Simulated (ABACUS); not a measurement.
# HfIn4SiO6 (Cm) in ABACUS: reference runs

Aim: a first look at HfIn4SiO6 with PBE, on the cell as given.

Program: ABACUS 3.10.1. These are calculated values, not measurements. Logs are shortened: lines on timing, memory, paths and dates and some standing lists are left out, and cuts for length are marked.

### Step 1. Starting point

The structure is monoclinic, space group Cm (No. 8). Conventional cell: a = 6.461 Å, b = 11.155 Å, c = 6.494 Å, α = 90.00°, β = 103.71°, γ = 90.00°. Around Hf (site symmetry m) lie 4 O at 1.97 to 2.02 Å. Around In (site symmetry 1) lie 3 O at 2.38 to 2.46 Å. In (site symmetry 1) has 3 O at 2.42 to 2.65 Å as nearest neighbours. Si (site symmetry m) is surrounded by 4 O at 1.63 to 1.66 Å. O (site symmetry 1) has 1 Si at 1.65 Å as nearest neighbours. Around O (site symmetry m) lie 1 Si at 1.66 Å. O (site symmetry m) has 1 Si at 1.63 Å as nearest neighbours. Around O (site symmetry 1) lie 1 Hf at 1.97 Å.

The cell was built by a generator and needn't be a form met in nature.

### Step 2. Single point, PBE

File INPUT:

```
INPUT_PARAMETERS
suffix              HfIn4SiO6
calculation         scf
basis_type          pw
pseudo_dir          ./
symmetry            1
dft_functional      pbe
ecutwfc             84
pseudo_rcut         7
nspin               1
nbands              63
ks_solver           dav
smearing_method     fd
smearing_sigma      0.00367493
scf_thr             1e-08
scf_nmax            100
mixing_type         broyden
mixing_beta         0.7
cal_force           1
cal_stress          1
kpar                4
```

File STRU:

```
ATOMIC_SPECIES
Hf 178.4900 Hf.upf
In 114.8180 In.upf
Si 28.0850 Si.upf
O 15.9990 O.upf

LATTICE_CONSTANT
1.8897261246

LATTICE_VECTORS
3.2302300000 -5.5776800000 -0.0247000000
3.2302300000 5.5776800000 -0.0247000000
-1.4906800000 0.0000000000 6.3203000000

ATOMIC_POSITIONS
Direct

Hf
0.0
1
0.1017800000 0.1017800000 0.0091200000 1 1 1

In
0.0
4
0.7922200000 0.4820400000 0.0081800000 1 1 1
0.4820400000 0.7922200000 0.0081800000 1 1 1
0.5447200000 0.2198300000 0.4839800000 1 1 1
0.2198300000 0.5447200000 0.4839800000 1 1 1

Si
0.0
1
0.8543300000 0.8543300000 0.4452300000 1 1 1

O
0.0
6
0.8350000000 0.5882200000 0.3810400000 1 1 1
0.5882200000 0.8350000000 0.3810400000 1 1 1
0.0289900000 0.0289900000 0.2950000000 1 1 1
0.9792000000 0.9792000000 0.6955500000 1 1 1
0.4285200000 0.1451400000 0.0743500000 1 1 1
0.1451400000 0.4285200000 0.0743500000 1 1 1
```

File KPT:

```
K_POINTS
0
Gamma
5 5 4 0 0 0
```

Potentials or basis: PseudoDojo NC SR 0.4.1 PBE standard, plane waves.

On the command line:

```
> OMP_NUM_THREADS=1 mpirun -np 4 abacus > log
```

running log:

```text
ABACUS v3.10.1

               Atomic-orbital Based Ab-initio Computation at UStc

 ------------------------------------------------------------------------------------

 READING GENERAL INFORMATION
                           global_out_dir = OUT.HfIn4SiO6/
                           global_in_card = INPUT
                               pseudo_dir = ./
                              orbital_dir =
                                    DSIZE = 4
                                    GSIZE = 1

 READING UNITCELL INFORMATION
                                    ntype = 4
                  lattice constant (Bohr) = 1.88973
              lattice constant (Angstrom) = 1

 READING ATOM TYPE 1
                               atom label = Hf
                      L=0, number of zeta = 1
                      L=1, number of zeta = 1
                      L=2, number of zeta = 1
             number of atom for this type = 1

 READING ATOM TYPE 2
                               atom label = In
                      L=0, number of zeta = 1
                      L=1, number of zeta = 1
                      L=2, number of zeta = 1
             number of atom for this type = 4

 READING ATOM TYPE 3
                               atom label = Si
                      L=0, number of zeta = 1
                      L=1, number of zeta = 1
                      L=2, number of zeta = 1
             number of atom for this type = 1

 READING ATOM TYPE 4
                               atom label = O
                      L=0, number of zeta = 1
                      L=1, number of zeta = 1
                      L=2, number of zeta = 1
             number of atom for this type = 6

                        TOTAL ATOM NUMBER = 12
DIRECT COORDINATES
    atom                   x                   y                   z     mag                  vx                  vy                  vz
taud_Hf1            0.1017800000        0.1017800000        0.0091200000  0.0000        0.0000000000        0.0000000000        0.0000000000
taud_In1            0.7922200000        0.4820400000        0.0081800000  0.0000        0.0000000000        0.0000000000        0.0000000000
taud_In2            0.4820400000        0.7922200000        0.0081800000  0.0000        0.0000000000        0.0000000000        0.0000000000
taud_In3            0.5447200000        0.2198300000        0.4839800000  0.0000        0.0000000000        0.0000000000        0.0000000000
taud_In4            0.2198300000        0.5447200000        0.4839800000  0.0000        0.0000000000        0.0000000000        0.0000000000
taud_Si1            0.8543300000        0.8543300000        0.4452300000  0.0000        0.0000000000        0.0000000000        0.0000000000
taud_O1            0.8350000000        0.5882200000        0.3810400000  0.0000        0.0000000000        0.0000000000        0.0000000000
taud_O2            0.5882200000        0.8350000000        0.3810400000  0.0000        0.0000000000        0.0000000000        0.0000000000
taud_O3            0.0289900000        0.0289900000        0.2950000000  0.0000        0.0000000000        0.0000000000        0.0000000000
[... 315 lines left out ...]

                                 init_chg = atomic

 PW ALGORITHM --------------- ION=   1  ELEC=   1--------------------------------

 Density error is 3.56771905524
                          Error Threshold = 0.01
----------------------------------------------------------
     Energy           Rydberg                 eV
----------------------------------------------------------
 E_KohnSham     -850.4748093413      -11571.3034125053
 E_Harris       -834.4455509841      -11353.2141641329
 E_Fermi        0.5546151833         7.5459266900
----------------------------------------------------------
[... 123 lines left out ...]
 Density error is 9.78326909342e-10
                          Error Threshold = 1.42833735358e-11
----------------------------------------------------------
     Energy           Rydberg                 eV
----------------------------------------------------------
 E_KohnSham     -851.9810070494      -11591.7962836497
 E_KS(sigma->0) -851.9810034389      -11591.7962345271
 E_Harris       -851.9808975572      -11591.7947939320
 E_band         -37.6063789931       -511.6610354538
 E_one_elec     -317.9111241005      -4325.4027453517
 E_Hartree      225.2921068208       3065.2563671882
 E_xc           -242.2408830867      -3295.8562985303
 E_Ewald        -517.1210994622      -7035.7935087107
 E_entropy(-TS) -0.0000072209        -0.0000982451
 E_descf        0.0000000000         0.0000000000
 E_exx          0.0000000000         0.0000000000
 E_Fermi        0.5671601907         7.7166102725
----------------------------------------------------------

 charge density convergence is achieved
 final etot is -11591.796284 eV
 EFERMI = 7.7166102725 eV

 STATE ENERGY(eV) AND OCCUPATIONS    NSPIN == 1
 1/9 kpoint (Cartesian) = 0.0000 0.0000 0.0000 (19927 pws)
       1       -54.9028      0.0200000
       2       -23.7465      0.0200000
       3       -23.7371      0.0200000
       4       -23.7248      0.0200000
       5       -12.7207      0.0200000
       6       -11.3765      0.0200000
[... 380 lines left out ...]
      62        12.0290    2.79316e-39
      63        12.3284    7.00318e-42

[... levels at 3 further k points ...]

------------------------------------------------------------------------------------------
 TOTAL-FORCE (eV/Angstrom)
------------------------------------------------------------------------------------------
                       Hf1         0.0925014406         0.0000000000         0.0355437105
                       In1         0.0073709251         0.0029826875        -0.0087387426
                       In2         0.0073709251        -0.0029826875        -0.0087387426
                       In3        -0.0128253013         0.0002390471         0.0004422732
                       In4        -0.0128253013        -0.0002390471         0.0004422732
                       Si1         0.0067214844         0.0000000000        -0.0059632179
                        O1         0.0335392333         0.0450339002         0.0215842013
                        O2         0.0335392333        -0.0450339002         0.0215842013
                        O3         0.0228103612         0.0000000000        -0.0763848033
                        O4         0.0116659919         0.0000000000         0.0899754528
                        O5        -0.0949344961         0.1179763724        -0.0348733029
                        O6        -0.0949344961        -0.1179763724        -0.0348733029
------------------------------------------------------------------------------------------

----------------------------------------------------------------
 TOTAL-STRESS (KBAR)
----------------------------------------------------------------
        -2.9495540550         0.0000000000        -0.4055396741
         0.0000000000        -4.1988938228        -0.0000000000
        -0.4055396741         0.0000000000        -4.5560408261
----------------------------------------------------------------
 TOTAL-PRESSURE: -3.901496 KBAR

 --------------------------------------------
 !FINAL_ETOT_IS -11591.7962836496972159 eV
 --------------------------------------------
```

stdout:

```text
ABACUS v3.10.1

               Atomic-orbital Based Ab-initio Computation at UStc

%%%%%%%%%%%%%%%%%%%%%%%%%%%%%%%%%%%%%%%%%%%%%%%%%%%%%%%%%%%%%%%%%%%%%%%%%%%%%%%%%%%%%%%%%%%%%%%%%%%%%%%%%
 Warning: the number of valence electrons in pseudopotential > 4 for Hf: [Xe] 4f14 5d2 6s2
[... 41 lines left out ...]
 TOTAL-STRESS (KBAR)
----------------------------------------------------------------
        -2.9495540550         0.0000000000        -0.4055396741
         0.0000000000        -4.1988938228        -0.0000000000
        -0.4055396741         0.0000000000        -4.5560408261
----------------------------------------------------------------
 TOTAL-PRESSURE: -3.901496 KBAR
```

It took 4.1 min on 4 MPI ranks of Intel Xeon 6975P-C (Granite Rapids), shared host; peak memory 2.7 GiB.

What came out:

| Property | Result |
| --- | --- |
| Free energy | -11591.7963 eV |
| Pressure | -0.4 GPa |
| Largest force | 0.155 eV/Å |
| Band gap on the k mesh | 0.64 eV, indirect (least direct gap 0.89 eV) |

Forces on the atoms (eV/Å):
```
Hf   0.093  0.000  0.036
In   0.007  0.003 -0.009
In   0.007 -0.003 -0.009
In  -0.013  0.000  0.000
In  -0.013  0.000  0.000
Si   0.007  0.000 -0.006
O    0.034  0.045  0.022
O    0.034 -0.045  0.022
O    0.023  0.000 -0.076
O    0.012  0.000  0.090
O   -0.095  0.118 -0.035
O   -0.095 -0.118 -0.035
```

Caveat: there are fewer bands than atomic start orbitals, so a level may be missed at k points of high symmetry; spin-orbit coupling is left out, which moves the levels of the heavy elements; an odd mesh through Γ misses points on the zone boundary, where band edges often lie.
